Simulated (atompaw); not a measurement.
# A PAW (atompaw) potential for mercury, from input to tests

Task: generate the file, and judge it by its logarithmic derivatives, its ghosts and its cutoff.

Program: atompaw 4.2.0.5. Reference atom: PBE, scalar-relativistic, spherical and spin-unpolarised. All values are calculated.

### Step 1. The design

Typed settings, in words:

```json
{
  "element": "mercury (Hg, Z = 80)",
  "type": "PAW",
  "frozen core": "[Kr] 4d10 4f14",
  "valence charge": "20",
  "reference configuration": "5s2 5p6 5d10 6s2 6p0",
  "partial waves": "5s (bound): rc 1.65 bohr; 6s (bound): rc 1.75 bohr; 5p (bound): rc 1.30 bohr; 6p (bound, empty): rc 1.75 bohr; 5d (bound): rc 1.75 bohr; 5d channel at -0.15 Ry: rc 1.75 bohr",
  "local potential": "bessel scheme, radius 1.15 bohr",
  "core correction": "smooth core density matched at 1.15 bohr",
  "augmentation charge": "sinc compensation charge, radius 1.55 bohr; PAW radius 1.75 bohr; waves and projectors: custom rrkj gramschmidtortho"
}
```

An earlier all-electron run gives the scale for the radii.

All-electron outer shells of the reference configuration (PBE, scalar-relativistic, ld1.x):

| shell | level (eV) | outermost node (bohr) | outermost maximum (bohr) |
| --- | --- | --- | --- |
| 4d | -348.74 | 0.20 | 0.40 |
| 5s | -118.18 | 0.47 | 0.82 |
| 4f | -95.89 | – | 0.37 |
| 5p | -66.52 | 0.51 | 0.93 |
| 5d | -9.86 | 0.55 | 1.17 |
| 6s | -6.82 | 1.08 | 2.21 |
| 6p | -1.05 | 1.28 | 3.34 |

### Step 2. Generating the potential

File Hg.input:

```
Hg 80
GGA-PBE scalarrelativistic loggrid 2001 logderivrange -11 5 401
6 6 5 4 0 0
6 1 0
0 0 0
c
c
c
c
v
v
c
c
c
v
v
c
c
v
c
2
1.75 1.55 1.15 1.15
n
n
y
-0.15
n
custom rrkj gramschmidtortho sinc
bessel
1.65
1.75
1.30
1.75
1.75
1.75
PWSCFOUT
UPFDX 0.0125d0 UPFXMIN -7.d0 UPFZMESH 80.d0
END
```

On the command line:

```bash
atompaw < Hg.input > Hg.log
```

Before running it: what results should come out? Wanted: cutoffs for 10 and 1 mRy, occupied levels; bound ghosts; largest phase difference near zero energy, channels read; lowest eigenvalue of the overlap; share of valence orbitals outside the PAW sphere; UPF file.

As calculated:

| quantity | value |
| --- | --- |
| cutoffs for 10 and 1 mRy, occupied levels | 50 Ry and 90 Ry |
| bound ghosts | none found |
| largest phase difference near zero energy, channels read | 0.005 rad |
| lowest eigenvalue of the overlap (Bessel basis) | 0.061 (s) |
| share of valence orbitals outside the PAW sphere | 5s 1 %, 6s 85 %, 5p 4 %, 6p 97 %, 5d 28 % |
| UPF file | written |

In words: It counts as of middling hardness, with 50 Ry needed at the looser tolerance. The slowest occupied level is 5p: taken alone it needs 50 Ry to come within 1 mRy, against 35 Ry for 6s. No bound ghost shows below the valence levels. Near zero energy the phases of the channels with partial waves agree within 0.005 rad. Note that the frozen 4f shell (-96 eV) lies higher than the valence 5s shell (-118 eV). All of this concerns the isolated atom, not yet a solid.
